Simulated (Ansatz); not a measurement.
# CH5MoNOS: small, medium and large basis sets

One table from this session's results is given with a row withheld; the runs are named, their logs left out.

The runs use Ansatz 0.2.0, Gaussian basis; one geometry, several basis sets.

Plan: PBE0-D4/def2-SVP; ωB97M-V/def2-SVP; PBE0-D4/def2-QZVPP; ωB97M-V/def2-QZVPP; the functionals' def2-TZVPP values are taken from earlier runs.

### Structure used throughout

All runs share one geometry, relaxed beforehand with PBE0-D4 in a triple-zeta def2 set. Mo takes the def2 core potential; no spin-orbit term is included.

SMILES `[CH3][Mo]([NH2])(=[O])=[S]`, 10 atoms, charge 0, spin multiplicity 1.

Atoms are counted from 1 here; the program's logs count them from 0.

Bond lengths: C1–Mo2 2.102 Å, C1–H6 1.092 Å, C1–H7 1.094 Å, C1–H8 1.092 Å, Mo2–N3 1.913 Å, Mo2–O4 1.672 Å, Mo2–S5 2.115 Å, N3–H9 1.011 Å, N3–H10 1.011 Å. Angles: Mo2–C1–H6 110.0°, Mo2–C1–H7 108.5°, Mo2–C1–H8 109.6°, H6–C1–H7 109.9°, H6–C1–H8 109.4°, H7–C1–H8 109.4°, C1–Mo2–N3 107.0°, C1–Mo2–O4 105.1°, C1–Mo2–S5 105.6°, N3–Mo2–O4 112.5°, N3–Mo2–S5 112.5°, O4–Mo2–S5 113.4°, Mo2–N3–H9 123.8°, Mo2–N3–H10 122.9°, H9–N3–H10 111.1°.

As a file:

```xyz
10

C    -1.38366   -0.68579   -0.13943
Mo    0.33430    0.46065   -0.53114
N     1.53655    0.18463    0.93130
O     0.93437   -0.13268   -1.97402
S    -0.33670    2.46203   -0.66003
H    -1.84849   -0.35615    0.79184
H    -1.08895   -1.73582   -0.05788
H    -2.09535   -0.57232   -0.95973
H     1.61429    0.81024    1.72127
H     2.33365   -0.43480    0.87781
```

Set-up of the first run:

The input, in.yaml:

```yaml
crystal:
  periodic: [false, false, false]
  atoms:
    - {symbol: C, position_ang: [-1.383663, -0.685790, -0.139433]}
    - {symbol: Mo, position_ang: [0.334301, 0.460652, -0.531145]}
    - {symbol: N, position_ang: [1.536545, 0.184631, 0.931296]}
    - {symbol: O, position_ang: [0.934365, -0.132678, -1.974018]}
    - {symbol: S, position_ang: [-0.336695, 2.462025, -0.660030]}
    - {symbol: H, position_ang: [-1.848493, -0.356147, 0.791844]}
    - {symbol: H, position_ang: [-1.088951, -1.735821, -0.057880]}
    - {symbol: H, position_ang: [-2.095350, -0.572325, -0.959726]}
    - {symbol: H, position_ang: [1.614287, 0.810244, 1.721270]}
    - {symbol: H, position_ang: [2.333654, -0.434801, 0.877810]}
basis:
  gaussian: {orbitals: def2-SVP}
hamiltonian: {xc: pbe0, dispersion: d4}
output: {orbitals: {seedname: orbitals}}
```

Command:

```
$ ansatz run in.yaml --threads 2 --pin off --events-out ev --progress --plain --max-ram 22528MiB --backend cpu
```

Steps of the session up to this table: PBE0-D4 in def2-SVP; ωB97M-V in def2-SVP; PBE0-D4 in def2-QZVPP; ωB97M-V in def2-QZVPP.

One of the session's tables, all rows but one given; the rest of the session is left out.

It belongs to the step «Functionals by basis». 

```
functional       basis  HOMO (eV)  LUMO (eV)
   PBE0-D4    def2-SVP      -7.40      -2.48
   PBE0-D4  def2-TZVPP      -7.43      -2.54
   PBE0-D4  def2-QZVPP      -7.45      -2.57
   ωB97M-V    def2-SVP          ?          ?
   ωB97M-V  def2-TZVPP      -9.56      -0.50
   ωB97M-V  def2-QZVPP      -9.59      -0.55
```

Estimate the missing values for ωB97M-V, def2-SVP.

**Answer.** HOMO (eV): -9.50; LUMO (eV): -0.39. In the column «HOMO (eV)» it lies between ωB97M-V, def2-TZVPP (-9.56) and PBE0-D4, def2-QZVPP (-7.45).
